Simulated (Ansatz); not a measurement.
# CHGeO (quartet): wave-function methods side by side, cc-pVDZ

One table from this session's results is given with a row withheld; the runs are named, their logs left out.

Method: cc-pVDZ, core rule «outside noble gas», up to 16 orbitals frozen; program: Ansatz 0.2.0, Gaussian basis.

To be run: UHF; CCSD(T) on ROHF; CCSD(T) on UHF; BCCD(T) on ROHF; CISD; CCSDT(Q) on ROHF; CCSDT(Q) on UHF.

22 further runs of the same task are left out: 11 that didn't finish, 11 set aside as unsound or not needed.

## What is computed

The geometry is a PBE0/def2-TZVP stationary point (not a proven minimum). No spin-orbit coupling is included. The filled d shell of Ge may be among the frozen orbitals whatever the setting's name suggests; the logs give the count.

4 atoms, charge 0, spin multiplicity 4.

Atoms are counted from 1 here; the program's logs count them from 0.

Bond lengths: C1–Ge2 1.966 Å, Ge2–O3 1.786 Å, O3–H4 0.962 Å. Angles: C1–Ge2–O3 99.3°, Ge2–O3–H4 113.3°.

Set-up of the first run:

in.yaml

```yaml
crystal:
  periodic: [false, false, false]
  atoms:
    - {symbol: C, position_ang: [0.000000, -1.033092, 1.493061]}
    - {symbol: Ge, position_ang: [0.000000, 0.334803, 0.081537]}
    - {symbol: O, position_ang: [0.000000, -0.729085, -1.353363]}
    - {symbol: H, position_ang: [0.000000, -0.245076, -2.185226]}
basis:
  gaussian: {orbitals: cc-pVDZ}
magnetization: {spin_polarized: true, initial_magnetization: 3}
hamiltonian: {xc: hf}
output: {orbitals: {seedname: orbitals}}
```

Run with:

```console
$ ansatz run in.yaml --threads 1 --pin off --events-out ev --progress --plain --max-ram 2393MiB
```

Steps of the session up to this table: UHF; CCSD(T) on ROHF; CCSD(T) on UHF; BCCD(T) on ROHF; CISD; CCSDT(Q) on ROHF; CCSDT(Q) on UHF.

One table of the session follows, with a row left open; its other results are not shown here.

| method | from UCCSDT(Q) (kJ/mol) |
| --- | --- |
| ROHF | +977.5 |
| UHF | +970.5 |
| RMP2 | +122.7 |
| UMP2 | +120.6 |
| RCCSD | +37.0 |
| UCCSD | +36.6 |
| RCCSD(T) | +8.2 |
| UCCSD(T) | ? |
| BCCD(T) | +7.4 |
| RCCSDT | +3.7 |
| UCCSDT | +3.5 |
| RCCSDT(Q) | +0.6 |
| UCCSDT(Q) | 0 |

Estimate the missing values for UCCSD(T).

The run gave: from UCCSDT(Q) (kJ/mol): +7.9. In the column «from UCCSDT(Q) (kJ/mol)» it lies between BCCD(T) (+7.4) and RCCSD(T) (+8.2).

Not comparable, so not listed: CISD (they don't share determinant, frozen orbitals or solution with the rows shown, or repeat one).

To keep in mind: Restricted and unrestricted rows rest on different reference determinants; where their highest levels disagree by more than a few hundredths of an eV, they describe different states and don't form one ladder.
